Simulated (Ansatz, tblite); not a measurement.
# The cluster Cs₃H₃+: rung by rung

Aim: run the doublet of the cluster Cs₃H₃+ at one geometry on many levels, and compare frontier levels, spin and run time.

Program: Ansatz 0.2.0, Gaussian basis. Level of theory: as each input shows. These are calculated values, not measurements.

Levels to be run: GFN1-xTB, GFN2-xTB, PBE-D4/def2-TZVP, r2SCAN-D4/def2-TZVP, ωB97X-V/def2-TZVP, HSE06-D4/def2-TZVP, LC-ωPBE/def2-TZVP, HF/def2-TZVP, r2SCANh-D4/def2-TZVP, PBE-QIDH/def2-TZVP, B2PLYP/def2-TZVP, LC-ωPBE(0.10)/def2-TZVP, LC-ωPBE(0.15)/def2-TZVP, LC-ωPBE(0.20)/def2-TZVP, LC-ωPBE(0.30)/def2-TZVP, PBE-D4/def2-SVP, PBE0-D4/def2-SVP, CCSD(T)/def2-TZVPP, MP2/def2-TZVP, RPA/def2-TZVP.

### 1 The structure

The doublet was relaxed beforehand with PBE0-D4/def2-TZVP. At that level it is the lowest of the isomers that a small search found.

6 atoms, charge 1, spin multiplicity 2.

Bond lengths: Cs1–Cs2 5.799 Å, Cs2–Cs3 5.331 Å, Cs2–H5 3.284 Å, Cs2–H6 2.711 Å, Cs3–H6 2.620 Å. Angles: Cs1–Cs2–Cs3 147.3°, Cs1–Cs2–H5 100.3°, Cs1–Cs2–H6 147.0°, Cs3–Cs2–H5 47.0°, Cs3–Cs2–H6 0.3°, H5–Cs2–H6 46.7°, Cs2–Cs3–H6 0.3°, Cs2–H6–Cs3 179.5°.

Cs takes a core potential in the def2 sets. No spin-orbit coupling is included. The ion is computed in the gas phase, without counter-ions or solvent.

PBE0-D4/def2-TZVP was run before; its log isn't repeated, and its numbers join the tables.

### 2 GFN1-xTB

Tight binding, by tblite at 300 K electronic temperature and without a spin-polarisation term:

```python
tblite.interface.Calculator('GFN1-xTB', numbers, positions, charge=1, uhf=1).singlepoint()
```

Energy -58.5893 eV; 0.003 s.

### 3 GFN2-xTB

Tight binding, by tblite at 300 K electronic temperature and without a spin-polarisation term:

```python
tblite.interface.Calculator('GFN2-xTB', numbers, positions, charge=1, uhf=1).singlepoint()
```

Energy -48.0732 eV; 0.004 s.

### 4 PBE-D4/def2-TZVP

start.molden holds the orbitals of an earlier run on this state, given as this run's starting guess.

in.yaml

```yaml
crystal:
  periodic: [false, false, false]
  atoms:
    - {symbol: Cs, position_ang: [5.782330, 2.520285, 0.604795]}
    - {symbol: Cs, position_ang: [1.277846, -1.125407, 0.826939]}
    - {symbol: Cs, position_ang: [-3.857538, -1.984213, -0.318044]}
    - {symbol: H, position_ang: [-0.822530, 1.414104, -0.782019]}
    - {symbol: H, position_ang: [-1.045368, 0.725923, -0.572971]}
    - {symbol: H, position_ang: [-1.334739, -1.550702, 0.241301]}
basis:
  gaussian: {orbitals: def2-TZVP, initial_orbitals: start.molden}
total_charge: 1
magnetization: {spin_polarized: true, initial_magnetization: 1}
hamiltonian: {xc: pbe, dispersion: d4}
scf: {omitted_lower_state_checks: [starts]}
output: {orbitals: {seedname: orbitals}}
```

Launch:

```
> ansatz run in.yaml --threads 4 --pin off --events-out ev --progress --plain --max-ram 3916MiB
```

Further steps of the session: r2SCAN-D4/def2-TZVP; ωB97X-V/def2-TZVP; HSE06-D4/def2-TZVP; LC-ωPBE/def2-TZVP; HF/def2-TZVP; r2SCANh-D4/def2-TZVP; PBE-QIDH/def2-TZVP; B2PLYP/def2-TZVP; LC-ωPBE(0.10)/def2-TZVP; LC-ωPBE(0.15)/def2-TZVP; LC-ωPBE(0.20)/def2-TZVP; LC-ωPBE(0.30)/def2-TZVP; PBE-D4/def2-SVP; PBE0-D4/def2-SVP; CCSD(T)/def2-TZVPP; MP2/def2-TZVP; RPA/def2-TZVP.

**Question.** What will the summary of the whole plan be? Wanted: gap in def2-TZVP, named functionals and Hartree-Fock, smallest and largest; gap over the ω; correlation energy, CCSD(T)/def2-TZVPP; correlation energy, MP2/def2-TZVP; ⟨S²⟩ in def2-TZVP, named functionals and Hartree-Fock, smallest and largest; PBE0 total energy, smallest basis above largest.

**Answer**, as computed:

| quantity | value |
| --- | --- |
| gap in def2-TZVP, named functionals and Hartree-Fock, smallest and largest | 0.55 eV (PBE-D4), 4.03 eV (ωB97X-V) |
| gap over the ω (1/bohr) | 2.89 eV at 0.1, 4.01 eV at 0.4 |
| correlation energy, CCSD(T)/def2-TZVPP | -14.57 eV |
| correlation energy, MP2/def2-TZVP | -9.44 eV |
| ⟨S²⟩ in def2-TZVP, named functionals and Hartree-Fock, smallest and largest | 0.750, 0.750 |
| PBE0 total energy, smallest basis above largest | 0.29 eV (def2-SVP, def2-TZVP) |

What this shows: Over the named functionals and Hartree-Fock in def2-TZVP the gap runs from 0.55 eV (PBE-D4) to 4.03 eV (ωB97X-V); exact exchange widens it. Raising the ω (1/bohr) from 0.1 to 0.4 moves the HOMO by -0.42 eV and the LUMO by +0.70 eV.
